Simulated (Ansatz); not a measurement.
# ClGaH6Si: the cost of one run

The runs use Ansatz 0.2.0, Gaussian basis; PBE0-D4, def2-SVP first, then def2-TZVP.

152 further runs of the same task are left out: 152 set aside as unsound or not needed. Runs told in other sessions of the task aren't counted.

### 1 The starting structure

The guess: 9 atoms, charge 0, spin multiplicity 1.

Atoms are counted from 1 here; the program's logs count them from 0.

Bond lengths: Ga1–Cl2 2.314 Å, Ga1–H3 1.561 Å, Ga1–H4 1.561 Å, Ga1–H5 1.764 Å, Ga1–Si6 2.458 Å, Cl2–H5 1.538 Å, Si6–H7 1.474 Å, Si6–H8 1.473 Å, Si6–H9 1.474 Å. Angles: Cl2–Ga1–H3 103.1°, Cl2–Ga1–H4 103.1°, Cl2–Ga1–H5 41.6°, Cl2–Ga1–Si6 105.0°, H3–Ga1–H4 111.6°, H3–Ga1–H5 120.8°, H3–Ga1–Si6 116.0°, H4–Ga1–H5 120.7°, H4–Ga1–Si6 116.0°, H5–Ga1–Si6 63.4°, Ga1–Cl2–H5 49.7°, Ga1–H5–Cl2 88.7°, Ga1–Si6–H7 118.5°, Ga1–Si6–H8 117.1°, Ga1–Si6–H9 102.4°, H7–Si6–H8 106.4°, H7–Si6–H9 105.4°, H8–Si6–H9 105.6°.

Geometry (Å):

| atom | x (Å) | y (Å) | z (Å) |
| --- | --- | --- | --- |
| Ga1 | -0.9247 | -0.2045 | -0.7032 |
| Cl2 | 0.1480 | 0.7355 | -2.5252 |
| H3 | -1.2451 | -1.6532 | -1.1887 |
| H4 | -2.2200 | 0.6571 | -0.5730 |
| H5 | 0.6259 | 0.5503 | -1.0756 |
| Si6 | 0.6823 | -0.0175 | 1.1473 |
| H7 | 1.9774 | -0.7099 | 1.0267 |
| H8 | 0.9797 | 1.3380 | 1.6423 |
| H9 | -0.0235 | -0.6958 | 2.2494 |

Distances that are to change: Ga1–Si6 2.46 Å, Cl2–H5 1.54 Å, Ga1–Cl2 2.31 Å, H5–Si6 2.29 Å.

### 2 Relaxing the guess with the reacting distances held

Input file hold/in.yaml:

```yaml
crystal:
  periodic: [false, false, false]
  atoms:
    - {symbol: Ga, position_ang: [-0.924700, -0.204500, -0.703200]}
    - {symbol: Cl, position_ang: [0.148000, 0.735500, -2.525200]}
    - {symbol: H, position_ang: [-1.245100, -1.653200, -1.188700]}
    - {symbol: H, position_ang: [-2.220000, 0.657100, -0.573000]}
    - {symbol: H, position_ang: [0.625900, 0.550300, -1.075600]}
    - {symbol: Si, position_ang: [0.682300, -0.017500, 1.147300]}
    - {symbol: H, position_ang: [1.977400, -0.709900, 1.026700]}
    - {symbol: H, position_ang: [0.979700, 1.338000, 1.642300]}
    - {symbol: H, position_ang: [-0.023500, -0.695800, 2.249400]}
basis:
  gaussian: {orbitals: def2-SVP}
hamiltonian: {xc: pbe0, dispersion: d4}
relax: {f_tol: 0.04, max_steps: 150, escape_saddle: false, constraints: [{distance: [0, 5]}, {distance: [1, 4]}, {distance: [0, 1]}, {distance: [4, 5]}]}
```

Run with:

```sh
ansatz run in.yaml --threads 4 --pin off --events-out ev --progress --plain --max-ram 9574MiB
```

**Question.** How long does this run take on 4 threads of Arm Neoverse V1, shared host?

About 9.5 s.
